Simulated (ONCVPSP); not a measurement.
**An ONCV potential for Ar, from input to tests**

Task: generate the file, and judge it by its errors in other configurations, its logarithmic derivatives, its ghosts and its cutoff.

The numbers are computed with ONCVPSP 4.0.1 (PBE, scalar-relativistic, spin-unpolarised reference atom).

## Step 1: The atom and the settings

Typed settings, in words:

| Item | Value |
| --- | --- |
| element | argon (Ar, Z = 18) |
| type | optimised norm-conserving Vanderbilt (ONCV) |
| frozen core | [Ne] |
| valence charge | 8 |
| reference configuration | 3s2 3p6 |
| partial waves | 3s: rc 1.25 bohr, ncon 4, nbas 7, qcut 5 1/bohr, 2 projectors, debl 2 Ha; 3p: rc 0.90 bohr, ncon 4, nbas 9, qcut 10.4 1/bohr, 3 projectors, debl 3 Ha; d scattering state at 0.2 Ha: rc 1.10 bohr, ncon 4, nbas 8, qcut 8.4 1/bohr, 1 projector |
| local potential | polynomial inside 0.80 bohr (lpopt 5, dvloc0 0 Ha) |
| core correction | Teter function, fcfact 5.25, rcfact 1.45 |

The outer shells as boxes (Hund's rule for the drawing; the calculation is spin-unpolarised):

```
[Ne] core
3s [↑↓]
3p [↑↓][↑↓][↑↓]
```

An earlier all-electron run gives the scale for the radii.

All-electron outer shells of the reference configuration (PBE, scalar-relativistic, ld1.x):

```csv
shell,level (eV),outermost node (bohr),outermost maximum (bohr)
2s,-296.99,0.12,0.34
2p,-229.89,–,0.28
3s,-24.29,0.52,1.17
3p,-10.27,0.49,1.30
```

## Step 2: Generation

File Ar.dat:

```
# ATOM AND REFERENCE CONFIGURATION
# atsym  z   nc   nv     iexc    psfile
  Ar 18.00    3    2        4      upf
#
#   n    l    f
    1    0    2.00
    2    0    2.00
    2    1    6.00
    3    0    2.00
    3    1    6.00
#
# PSEUDOPOTENTIAL AND OPTIMIZATION
# lmax
    2
#
#   l,   rc,      ep,       ncon, nbas, qcut
    0    1.25    0.00    4    7    5.00
    1    0.90    0.00    4    9   10.40
    2    1.10    0.20    4    8    8.40
#
# LOCAL POTENTIAL
# lloc, lpopt,  rc(5),   dvloc0
    4    5    0.80    0.00
#
# VANDERBILT-KLEINMAN-BYLANDER PROJECTORs
# l, nproj, debl
    0    2    2.00
    1    3    3.00
    2    1    3.90
#
# MODEL CORE CHARGE
# icmod, fcfact, rcfact
    3    5.25    1.45
#
# LOG DERIVATIVE ANALYSIS
# epsh1, epsh2, depsh
   -2.00    5.00    0.02
#
# OUTPUT GRID
# rlmax, drl
    6.00    0.01
#
# TEST CONFIGURATIONS
# ncnf
    4
# nvcnf
#   n    l    f
    2
    3    0    2.00
    3    1    5.00
#
    2
    3    0    2.00
    3    1    4.00
#
    2
    3    0    2.00
    3    1    3.00
#
    2
    3    0    2.00
    3    1    2.00
#
```

Launch:

```bash
$ oncvpsp.x < Ar.dat > Ar.out
```

What does the calculation give? Wanted: cutoffs for 1 and 0.1 mHa per electron, occupied waves; bound ghosts; GHOST(+) flags; largest test error; largest phase difference near zero energy, channels read; rms error of d²Exc/dn², without and with the model core.

**Answer**, as computed:

```
                                                quantity                                  value
  cutoffs for 1 and 0.1 mHa per electron, occupied waves                       86 Ha and 321 Ha
                                            bound ghosts                        p at -231.03 eV
                                          GHOST(+) flags  s at 72 eV, p at 5561 eV, d at 124 eV
                            largest test error (AE − PS)                   +80 meV, for 3s2 3p2
largest phase difference near zero energy, channels read                              0.000 rad
 rms error of d²Exc/dn², without and with the model core                      1.34 and 1.27 mHa
```

In words: It has a bound ghost (p), a state that the atom doesn't have, and that rules the file out. Close by lies the frozen 2p level (-229.9 eV). The worst unpolarised test, 3s2 3p2, is off by 80 meV on 144.9 eV; by total energies transferability rates as fair. That test lies far up in energy; among those under 40 eV, nearer to bonding, the largest error is 1.0 meV. By its cutoff, 86 Ha for the looser tolerance, it is very hard. The tighter tolerance needs 321 Ha, and converged work needs a cutoff nearer that. At the looser tolerance the 3p wave is the slowest; 3s needs 57 Ha. Near zero energy the phases of the channels with partial waves agree within 0.001 rad. The program also flags highly localised states, GHOST(+) (s, p, d).
